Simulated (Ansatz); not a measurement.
# C6H15N: a ladder of functionals and wavefunction methods

The task here is to estimate one member of a computed series from the others.

Program: Ansatz 0.2.0, Gaussian basis. Level of theory: functionals in def2-TZVPP, the program's frozen cores in correlated methods. These are calculated values, not measurements.

Plan: LDA (SPW92), PBE-D4, revPBE-D4, BLYP-D4, r2SCAN-D4, B97M-V, PBE0-D4, B3LYP-D4, r2SCANh-D4, r2SCAN0-D4, HSE06-D4, BHLYP-D4, CAM-B3LYP-D4, LC-ωPBE, ωB97X-V, ωB97M-V, B2PLYP, PBE-QIDH; CCSD(T)/def2-SVP; CCSD(T)/def2-TZVPP; MP2/def2-QZVPP; extrapolation to the limit; RPA on PBE.

## The geometry

The geometry comes from an earlier relaxation with PBE0-D4 in a triple-zeta def2 set; it is a stationary point, not always the lowest conformer.

SMILES `CC(C)NC(C)C`, 22 atoms, charge 0, spin multiplicity 1.

Atoms are counted from 1 here; the program's logs count them from 0.

Bond lengths: C1–C2 1.518 Å, C1–H8 1.091 Å, C1–H9 1.096 Å, C1–H10 1.092 Å, C2–C3 1.526 Å, C2–N4 1.455 Å, C2–H11 1.096 Å, C3–H12 1.095 Å, C3–H13 1.093 Å, C3–H14 1.092 Å, N4–C5 1.454 Å, N4–H15 1.014 Å, C5–C6 1.519 Å, C5–C7 1.518 Å, C5–H16 1.104 Å, C6–H17 1.093 Å, C6–H18 1.092 Å, C6–H19 1.092 Å and more. Angles: C2–C1–H8 110.5°, C2–C1–H9 110.5°, C2–C1–H10 111.2°, H8–C1–H9 108.1°, H8–C1–H10 108.9°, H9–C1–H10 107.6°, C1–C2–C3 110.9°, C1–C2–N4 108.1°, C1–C2–H11 107.7°, C3–C2–N4 114.7°, C3–C2–H11 108.1°, N4–C2–H11 107.1°, C2–C3–H12 110.5°, C2–C3–H13 110.8°, C2–C3–H14 112.0°, H12–C3–H13 107.9°, H12–C3–H14 107.9°, H13–C3–H14 107.5° and more.

The first run:

Input file in.yaml:

```yaml
crystal:
  periodic: [false, false, false]
  atoms:
    - {symbol: C, position_ang: [0.770687, -2.112648, -1.225846]}
    - {symbol: C, position_ang: [0.149735, -0.747769, -0.988385]}
    - {symbol: C, position_ang: [0.769294, 0.298999, -1.910245]}
    - {symbol: N, position_ang: [0.251115, -0.445067, 0.431575]}
    - {symbol: C, position_ang: [-0.291019, 0.819957, 0.900460]}
    - {symbol: C, position_ang: [-1.796623, 0.864964, 0.702439]}
    - {symbol: C, position_ang: [0.063283, 0.971145, 2.368829]}
    - {symbol: H, position_ang: [0.306994, -2.861414, -0.581509]}
    - {symbol: H, position_ang: [1.843393, -2.090602, -1.003919]}
    - {symbol: H, position_ang: [0.655882, -2.422544, -2.266705]}
    - {symbol: H, position_ang: [-0.917625, -0.821806, -1.225945]}
    - {symbol: H, position_ang: [1.839551, 0.406031, -1.704669]}
    - {symbol: H, position_ang: [0.656542, 0.009135, -2.958186]}
    - {symbol: H, position_ang: [0.303537, 1.279220, -1.787938]}
    - {symbol: H, position_ang: [1.222498, -0.516693, 0.714807]}
    - {symbol: H, position_ang: [0.144278, 1.680793, 0.362739]}
    - {symbol: H, position_ang: [-2.265965, 0.012602, 1.200963]}
    - {symbol: H, position_ang: [-2.073280, 0.836223, -0.353631]}
    - {symbol: H, position_ang: [-2.206662, 1.785526, 1.123916]}
    - {symbol: H, position_ang: [-0.309552, 1.918430, 2.764135]}
    - {symbol: H, position_ang: [-0.372561, 0.153724, 2.948856]}
    - {symbol: H, position_ang: [1.147198, 0.951694, 2.516857]}
basis:
  gaussian: {orbitals: def2-TZVPP}
hamiltonian: {xc: lda}
output: {orbitals: {seedname: orbitals}}
```

Started as:

```bash
$ ansatz run in.yaml --threads 2 --pin off --events-out ev --progress --plain --max-ram 22528MiB --backend cuda --devices 0, --max-vram 18GiB
```

Among the steps run: LDA; PBE-D4 (GGA); revPBE-D4 (GGA); BLYP-D4 (GGA); r2SCAN-D4 (meta-GGA); B97M-V (meta-GGA); PBE0-D4 (hybrid); B3LYP-D4 (hybrid); r2SCANh-D4 (hybrid); r2SCAN0-D4 (hybrid); HSE06-D4 (hybrid); BHLYP-D4 (hybrid); CAM-B3LYP-D4 (range-separated); LC-ωPBE (range-separated); ωB97X-V (range-separated); ωB97M-V (range-separated); B2PLYP (double hybrid); PBE-QIDH (double hybrid).

One of the session's tables, all rows but one given; the rest of the session is left out.

It belongs to the step «Frontier levels by functional». 

| functional | HOMO (eV) | LUMO (eV) | gap (eV) |
| --- | --- | --- | --- |
| LDA (SPW92) | -5.03 | 0.05 | 5.08 |
| PBE-D4 | -4.90 | 0.25 | 5.15 |
| revPBE-D4 | -4.83 | 0.36 | 5.19 |
| BLYP-D4 | -4.80 | 0.26 | 5.06 |
| r2SCAN-D4 | -5.15 | 0.94 | 6.10 |
| B97M-V | -5.36 | 0.36 | 5.73 |
| PBE0-D4 | -6.28 | 1.05 | 7.34 |
| B3LYP-D4 | -6.07 | 0.73 | 6.80 |
| r2SCANh-D4 | -5.68 | 1.18 | 6.85 |
| r2SCAN0-D4 | -6.47 | 1.51 | 7.98 |
| HSE06-D4 | -5.88 | 0.68 | 6.56 |
| BHLYP-D4 | -7.64 | 1.66 | 9.30 |
| CAM-B3LYP-D4 | -7.70 | 1.82 | 9.52 |
| LC-ωPBE | -9.02 | 3.12 | 12.14 |
| ωB97X-V | -8.72 | 2.88 | 11.60 |
| ωB97M-V | ? | ? | ? |

Q: Estimate the row for ωB97M-V from the others.

**Answer.** HOMO (eV): -8.66; LUMO (eV): 2.47; gap (eV): 11.14. In the column «HOMO (eV)» it lies between ωB97X-V (-8.72) and CAM-B3LYP-D4 (-7.70).
